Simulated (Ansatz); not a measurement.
# Cl8Na8 (1x4x4 NaCl rock-salt block): the cost of one run

Method: the settings change from run to run; program: Ansatz 0.2.0, Gaussian basis.

4 further runs of the same task are left out: 4 that didn't finish. Runs told in other sessions of the task aren't counted.

**1. The molecule**

The geometry comes from an earlier relaxation with r2SCAN-D4/def2-SVP; it is a stationary point, not always the lowest conformer.

16 atoms, charge 0, spin multiplicity 1.

Atoms are counted from 1 here; the program's logs count them from 0.

Bond lengths: Na1–Cl2 2.521 Å, Na1–Cl5 2.520 Å, Cl2–Na3 2.614 Å, Cl2–Na6 2.709 Å, Na3–Cl4 2.523 Å, Na3–Cl7 2.726 Å, Cl4–Na8 2.523 Å, Cl5–Na6 2.710 Å, Cl5–Na9 2.613 Å, Na6–Cl7 2.661 Å, Na6–Cl10 2.662 Å, Cl7–Na8 2.723 Å, Cl7–Na11 2.662 Å, Na8–Cl12 2.613 Å, Na9–Cl10 2.723 Å, Na9–Cl13 2.523 Å, Cl10–Na11 2.661 Å, Cl10–Na14 2.726 Å and more. Angles: Cl2–Na1–Cl5 103.2°, Na1–Cl2–Na3 156.7°, Na1–Cl2–Na6 81.6°, Na3–Cl2–Na6 86.1°, Cl2–Na3–Cl4 157.3°, Cl2–Na3–Cl7 94.1°, Cl4–Na3–Cl7 95.8°, Na3–Cl4–Na8 87.8°, Na1–Cl5–Na6 81.6°, Na1–Cl5–Na9 157.1°, Na6–Cl5–Na9 86.0°, Cl2–Na6–Cl5 93.6°, Cl2–Na6–Cl7 93.4°, Cl2–Na6–Cl10 150.8°, Cl5–Na6–Cl7 150.0°, Cl5–Na6–Cl10 93.5°, Cl7–Na6–Cl10 94.4°, Na3–Cl7–Na6 84.9° and more.

Coordinates:

```xyz
16
Cl8Na8
Na   -0.0020   -3.6986   -3.6963
Cl   -0.3925   -3.9612   -1.2201
Na    0.1707   -3.8080    1.3282
Cl   -0.2677   -3.8135    3.8125
Cl    0.3794   -1.2210   -3.9582
Na   -0.0127   -1.2792   -1.2771
Cl    0.9663   -1.2043    1.1963
Na    0.1671   -1.3286    3.7967
Na   -0.1671    1.3289   -3.7968
Cl   -0.9671    1.2044   -1.1965
Na    0.0116    1.2793    1.2770
Cl   -0.3796    1.2210    3.9585
Cl    0.2683    3.8137   -3.8125
Na   -0.1709    3.8080   -1.3283
Cl    0.3926    3.9609    1.2200
Na    0.0035    3.6984    3.6965
```

**2. r2SCAN/def2-mTZVP**

in.yaml

```yaml
crystal:
  periodic: [false, false, false]
  atoms:
    - {symbol: Na, position_ang: [-0.002020, -3.698623, -3.696288]}
    - {symbol: Cl, position_ang: [-0.392500, -3.961235, -1.220082]}
    - {symbol: Na, position_ang: [0.170679, -3.807976, 1.328195]}
    - {symbol: Cl, position_ang: [-0.267712, -3.813530, 3.812512]}
    - {symbol: Cl, position_ang: [0.379427, -1.220972, -3.958185]}
    - {symbol: Na, position_ang: [-0.012726, -1.279223, -1.277140]}
    - {symbol: Cl, position_ang: [0.966292, -1.204288, 1.196340]}
    - {symbol: Na, position_ang: [0.167147, -1.328592, 3.796668]}
    - {symbol: Na, position_ang: [-0.167054, 1.328871, -3.796773]}
    - {symbol: Cl, position_ang: [-0.967051, 1.204390, -1.196502]}
    - {symbol: Na, position_ang: [0.011632, 1.279281, 1.277017]}
    - {symbol: Cl, position_ang: [-0.379565, 1.220989, 3.958498]}
    - {symbol: Cl, position_ang: [0.268251, 3.813689, -3.812450]}
    - {symbol: Na, position_ang: [-0.170860, 3.807977, -1.328308]}
    - {symbol: Cl, position_ang: [0.392552, 3.960867, 1.220045]}
    - {symbol: Na, position_ang: [0.003527, 3.698354, 3.696465]}
basis:
  gaussian: {orbitals: def2-mTZVP}
hamiltonian: {xc: {name: r2SCAN}}
scf: {omitted_lower_state_checks: [starts]}
output: {forces: true}
```

On the command line:

```
$ ansatz run in.yaml --threads 4 --pin off --events-out ev --progress --plain --max-ram 6963MiB
```

What time and memory should one allow on 4 threads of Arm Neoverse V2, shared host?

About 24 s, with a peak of 0.93 GiB.
